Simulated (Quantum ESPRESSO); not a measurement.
# Cu (Fmmm) in Quantum ESPRESSO: further runs, part 2 of 2

Quantum ESPRESSO 7.5. Earlier steps stand in the parts before.

### 3 Single point, LDA

pw.in

```
&CONTROL
  calculation = 'scf'
  prefix = 'pwscf'
  outdir = './tmp'
  pseudo_dir = './pseudo'
  tprnfor = .true.
  tstress = .true.
  disk_io = 'nowf'
/
&SYSTEM
  ibrav = 0
  nat = 1
  ntyp = 1
  ecutwfc = 56
  ecutrho = 448
  nbnd = 16
  occupations = 'smearing'
  smearing = 'mp'
  degauss = 0.00734986
/
&ELECTRONS
  conv_thr = 2d-10
  electron_maxstep = 120
  mixing_beta = 0.5
/
ATOMIC_SPECIES
Cu    63.5460 cu_lda_v1.2.uspp.F.UPF
CELL_PARAMETERS angstrom
   1.6400000000    2.3193102423    0.0000000000
  -1.6400000000    2.3193102423    0.0000000000
   0.0000000000    2.3193102423    1.8000000000
ATOMIC_POSITIONS crystal
Cu     0.0000000000    0.0000000000    0.0000000000
K_POINTS automatic
16 16 16 0 0 0
```

Potentials or basis: GBRV 1.5 LDA.

Command:

```console
$ OMP_NUM_THREADS=1 pw.x -in pw.in > pw.out
```

pw.out:

```text
This program is part of the open-source Quantum ESPRESSO suite
     for quantum simulation of materials; please cite
[... 9 lines left out ...]
     --------------------
     sticks:   dense  smooth     PW     G-vecs:    dense   smooth      PW
     Sum         969     483    181                14807     5247    1255

     Using Slab Decomposition

     bravais-lattice index     =            0
     lattice parameter (alat)  =       5.3679  a.u.
     unit-cell volume          =      92.4063 (a.u.)^3
     number of atoms/cell      =            1
     number of atomic types    =            1
     number of electrons       =        19.00
     number of Kohn-Sham states=           16
     kinetic-energy cutoff     =      56.0000  Ry
     charge density cutoff     =     448.0000  Ry
     scf convergence threshold =      2.0E-10
     mixing beta               =       0.5000
     number of iterations used =            8  plain     mixing
     Exchange-correlation= SLA  PZ   NOGX NOGC
                           (   1   1   0   0   0   0   0)

     celldm(1)=   5.367887  celldm(2)=   0.000000  celldm(3)=   0.000000
     celldm(4)=   0.000000  celldm(5)=   0.000000  celldm(6)=   0.000000

     crystal axes: (cart. coord. in units of alat)
               a(1) = (   0.577350   0.816497   0.000000 )
               a(2) = (  -0.577350   0.816497   0.000000 )
               a(3) = (   0.000000   0.816497   0.633677 )

     reciprocal axes: (cart. coord. in units 2 pi/alat)
               b(1) = (  0.866025  0.612372 -0.789045 )
               b(2) = ( -0.866025  0.612372 -0.789045 )
               b(3) = (  0.000000 -0.000000  1.578091 )

     PseudoPot. # 1 for Cu read from file:
     cu_lda_v1.2.uspp.F.UPF
     Pseudo is Ultrasoft + core correction, Zval = 19.0
     Generated by new atomic code, or converted to UPF format
     Using radial grid of  867 points,  6 beta functions with:
                l(1) =   0
                l(2) =   0
                l(3) =   1
                l(4) =   1
                l(5) =   2
                l(6) =   2
     Q(r) pseudized with  8 coefficients,  rinner =    1.150   1.150   1.150
                                                       1.150   1.150

     atomic species   valence    mass     pseudopotential
     Cu               19.00    63.54600     Cu( 1.00)

      8 Sym. Ops., with inversion, found

   Cartesian axes

     site n.     atom                  positions (alat units)
         1        Cu     tau(   1) = (   0.0000000   0.0000000   0.0000000  )

     number of k points=   621  Methfessel-Paxton smearing, width (Ry)=  0.0073

     Number of k-points >= 100: set verbosity='high' to print them.

     Dense  grid:    14807 G-vectors     FFT dimensions: (  40,  40,  40)

     Smooth grid:     5247 G-vectors     FFT dimensions: (  25,  25,  27)

     Check: negative core charge=   -0.000002

     Initial potential from superposition of free atoms

     starting charge      18.0000, renormalised to      19.0000
     Starting wfcs are   13 randomized atomic wfcs +    3 random wfcs

     Self-consistent Calculation

     iteration #  1     ecut=    56.00 Ry     beta= 0.50
     Davidson diagonalization with overlap
     ethr =  1.00E-02,  avg # of iterations =  6.1

     total energy              =    -400.29024430 Ry
     estimated scf accuracy    <       6.17977148 Ry

     iteration #  2     ecut=    56.00 Ry     beta= 0.50
     Davidson diagonalization with overlap
     ethr =  1.00E-02,  avg # of iterations =  3.0

     total energy              =    -402.96393757 Ry
     estimated scf accuracy    <       6.95674097 Ry

     iteration #  3     ecut=    56.00 Ry     beta= 0.50
     Davidson diagonalization with overlap
     ethr =  1.00E-02,  avg # of iterations =  2.0

     total energy              =    -403.54358485 Ry
     estimated scf accuracy    <       0.56342714 Ry

     iteration #  4     ecut=    56.00 Ry     beta= 0.50
     Davidson diagonalization with overlap
     ethr =  2.97E-03,  avg # of iterations =  1.0

     total energy              =    -403.55802542 Ry
     estimated scf accuracy    <       0.19850980 Ry

     iteration #  5     ecut=    56.00 Ry     beta= 0.50
     Davidson diagonalization with overlap
     ethr =  1.04E-03,  avg # of iterations =  1.1

     total energy              =    -403.47812284 Ry
     estimated scf accuracy    <       0.21317232 Ry

     iteration #  6     ecut=    56.00 Ry     beta= 0.50
     Davidson diagonalization with overlap
     ethr =  1.04E-03,  avg # of iterations =  2.0

     total energy              =    -403.52355807 Ry
     estimated scf accuracy    <       0.01036880 Ry

     iteration #  7     ecut=    56.00 Ry     beta= 0.50
     Davidson diagonalization with overlap
     ethr =  5.46E-05,  avg # of iterations =  2.1

     total energy              =    -403.52661330 Ry
     estimated scf accuracy    <       0.00786665 Ry

     iteration #  8     ecut=    56.00 Ry     beta= 0.50
     Davidson diagonalization with overlap
     ethr =  4.14E-05,  avg # of iterations =  1.8

     total energy              =    -403.51893454 Ry
     estimated scf accuracy    <       0.03155439 Ry

     iteration #  9     ecut=    56.00 Ry     beta= 0.50
     Davidson diagonalization with overlap
     ethr =  4.14E-05,  avg # of iterations =  1.7

     total energy              =    -403.52217140 Ry
     estimated scf accuracy    <       0.00072799 Ry

     iteration # 10     ecut=    56.00 Ry     beta= 0.50
     Davidson diagonalization with overlap
     ethr =  3.83E-06,  avg # of iterations =  2.1

     total energy              =    -403.52218048 Ry
     estimated scf accuracy    <       0.00064862 Ry

     iteration # 11     ecut=    56.00 Ry     beta= 0.50
     Davidson diagonalization with overlap
     ethr =  3.41E-06,  avg # of iterations =  1.0

     total energy              =    -403.52213143 Ry
     estimated scf accuracy    <       0.00046776 Ry

     iteration # 12     ecut=    56.00 Ry     beta= 0.50
     Davidson diagonalization with overlap
     ethr =  2.46E-06,  avg # of iterations =  1.0

     total energy              =    -403.52210590 Ry
     estimated scf accuracy    <       0.00020692 Ry

     iteration # 13     ecut=    56.00 Ry     beta= 0.50
     Davidson diagonalization with overlap
     ethr =  1.09E-06,  avg # of iterations =  1.0

     total energy              =    -403.52211420 Ry
     estimated scf accuracy    <       0.00004972 Ry

     iteration # 14     ecut=    56.00 Ry     beta= 0.50
     Davidson diagonalization with overlap
     ethr =  2.62E-07,  avg # of iterations =  1.0

     total energy              =    -403.52209360 Ry
     estimated scf accuracy    <       0.00004510 Ry

     iteration # 15     ecut=    56.00 Ry     beta= 0.50
     Davidson diagonalization with overlap
     ethr =  2.37E-07,  avg # of iterations =  2.0

     total energy              =    -403.52210485 Ry
     estimated scf accuracy    <       0.00001366 Ry

     iteration # 16     ecut=    56.00 Ry     beta= 0.50
     Davidson diagonalization with overlap
     ethr =  7.19E-08,  avg # of iterations =  1.0

     total energy              =    -403.52210566 Ry
     estimated scf accuracy    <       0.00000100 Ry

     iteration # 17     ecut=    56.00 Ry     beta= 0.50
     Davidson diagonalization with overlap
     ethr =  5.27E-09,  avg # of iterations =  1.1

     total energy              =    -403.52210574 Ry
     estimated scf accuracy    <       0.00000007 Ry

     iteration # 18     ecut=    56.00 Ry     beta= 0.50
     Davidson diagonalization with overlap
     ethr =  3.85E-10,  avg # of iterations =  2.0

     total energy              =    -403.52210573 Ry
     estimated scf accuracy    <       0.00000006 Ry

     iteration # 19     ecut=    56.00 Ry     beta= 0.50
     Davidson diagonalization with overlap
     ethr =  3.36E-10,  avg # of iterations =  1.5

     total energy              =    -403.52210574 Ry
     estimated scf accuracy    <          2.0E-09 Ry

     iteration # 20     ecut=    56.00 Ry     beta= 0.50
     Davidson diagonalization with overlap
     ethr =  1.07E-11,  avg # of iterations =  2.8

     End of self-consistent calculation

     Number of k-points >= 100: set verbosity='high' to print the bands.

     the Fermi energy is    12.7979 ev

!    total energy              =    -403.52210574 Ry
     estimated scf accuracy    <          8.7E-12 Ry
     smearing contrib. (-TS)   =      -0.00000906 Ry
     internal energy E=F+TS    =    -403.52209667 Ry

     The total energy is F=E-TS. E is the sum of the following terms:
     one-electron contribution =    -290.20939523 Ry
     hartree contribution      =     154.44917002 Ry
     xc contribution           =     -38.17592256 Ry
     ewald contribution        =    -229.58594890 Ry

     convergence has been achieved in  20 iterations

     Forces acting on atoms (cartesian axes, Ry/au):

     atom    1 type  1   force =     0.00000000    0.00000000    0.00000000

     Total force =     0.000000     Total SCF correction =     0.000000

     Computing stress (Cartesian axis) and pressure

          total   stress  (Ry/bohr**3)                   (kbar)     P=     -198.49
  -0.00108301  -0.00000000   0.00000000         -159.32       -0.00        0.00
  -0.00000000  -0.00216503  -0.00000000           -0.00     -318.49       -0.00
   0.00000000   0.00000000  -0.00079989            0.00        0.00     -117.67

=------------------------------------------------------------------------------=
   JOB DONE.
=------------------------------------------------------------------------------=
```

Run time: 2.8 min. Hardware: 1 thread of Intel Xeon Platinum 8488C (Sapphire Rapids), shared host; peak memory 0.18 GiB.

What came out:

```
Free energy            : -5490.1979 eV
Pressure               : -19.8 GPa
Band gap on the k mesh : none (metal or under the smearing width)
```

Levels at points of the mesh, in eV from the Fermi level:
| k point | band 5 | band 6 | band 7 | band 8 | band 9 | band 10 | band 11 | band 12 | band 13 | band 14 |
| --- | --- | --- | --- | --- | --- | --- | --- | --- | --- | --- |
| (0.00, 0.00, 0.00) | -8.36 | -3.47 | -2.81 | -2.18 | -2.00 | -1.50 | 19.08 | 23.00 | 23.08 | 23.48 |
| (0.00, 0.00, -0.50) | -4.18 | -3.41 | -2.02 | -1.79 | -0.91 | 2.60 | 7.53 | 11.21 | 12.70 | 16.42 |
| (0.00, -0.50, 0.00) | -4.30 | -3.27 | -2.14 | -1.65 | -1.43 | -0.37 | 3.45 | 13.13 | 18.14 | 22.47 |
| (-0.50, -0.50, 0.00) | -4.11 | -3.68 | -1.89 | -1.59 | -0.93 | 4.88 | 8.83 | 10.16 | 10.23 | 14.42 |
| (-0.50, -0.50, -0.50) | -4.68 | -3.86 | -1.50 | -1.45 | -1.41 | -1.20 | 1.95 | 16.70 | 16.72 | 20.44 |

Caveat: so large a pressure means that the cell lies far from this level's equilibrium, or that cutoff or potentials fall short.
